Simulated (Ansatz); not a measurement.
# CuMo: one candidate of a structure search

Aim: relax a trial structure of CuMo and see where it ends, then test the end with a random kick.

Program: Ansatz 0.2.0. Level of theory: DFT PBE, scalar-relativistic, plane waves, PAW. These are calculated values, not measurements.

## Step 1: The system as given

Symmetry: P-6m2, No. 187, hexagonal system. Conventional cell: a = 3.089 Å, b = 3.089 Å, c = 3.013 Å, α = 90.00°, β = 90.00°, γ = 120.00°. Cu (site symmetry -6m2) has 6 Mo at 2.33 Å as nearest neighbours. Mo (site symmetry -6m2) is surrounded by 6 Cu at 2.33 Å.

Coordinates:

```xyz
2
Lattice="3.0894 0.0000 0.0000 -1.5447 2.6755 0.0000 0.0000 0.0000 3.0132" Properties=species:S:1:pos:R:3 pbc="T T T"
Cu    1.5447    0.8918    1.5066
Mo    0.0000    0.0000    0.0000
```

A structure generator made this guess: species swapped into a database cell of WC (P-6m2, No. 187), with Mo on the W sites and Cu on the C sites. Lengths come from tabulated atomic sizes and are only a guess.

## Step 2: Probe: one point on a coarse mesh

Input file input.yaml:

```yaml
crystal:
  lattice:
    - [3.08937075, 0.0, 0.0]
    - [-1.54468537, 2.67547355, 0.0]
    - [0.0, 0.0, 3.01321343]
  atoms:
    - { symbol: Cu, position: [0.66666667, 0.33333333, 0.5] }
    - { symbol: Mo, position: [0.0, 0.0, 0.0] }
basis:
  ecutwfc: 420
kpoints:
  mp_grid: { grid: [6, 6, 6] }
hamiltonian:
  xc: pbe
scf:
  occupations: { method: gaussian, width: 0.1 }
  lower_state_search: "off"
output:
  forces: true
  stress: true
  eigenvalues: true
```

Launch:

```
$ ansatz run input.yaml --threads 1 --pin off --max-ram 2560MiB --backend cpu --events-out ev --progress --plain --runs-dir out
```

The session goes on with these runs: a loose first relaxation; spin check on a coarse mesh; full relaxation; reference for the kick test; kicked and relaxed without symmetry.

Q: Predict the outcome of this session. Wanted: conventional cell; volume; energy over the elements; gap on the mesh.

As calculated:

```
                              quantity                                                                       value
symmetry at the end (tolerance 0.05 Å)                                                 space group P-6m2 (No. 187)
                     conventional cell  a = 2.677 Å, b = 2.677 Å, c = 4.568 Å, α = 90.00°, β = 90.00°, γ = 120.00°
                                volume                                                               14.18 Å³/atom
              energy over the elements                                                               +0.34 eV/atom
                       gap on the mesh                                                                none (metal)
```

In words: The space group P-6m2 (No. 187) is kept, and the volume per atom grows by 13.9 % from the first guess. With a positive formation energy it can't be a ground state. It survived the kick, though modes of other wave vectors, which need another repeat, weren't probed. Other magnetic orders were not searched.
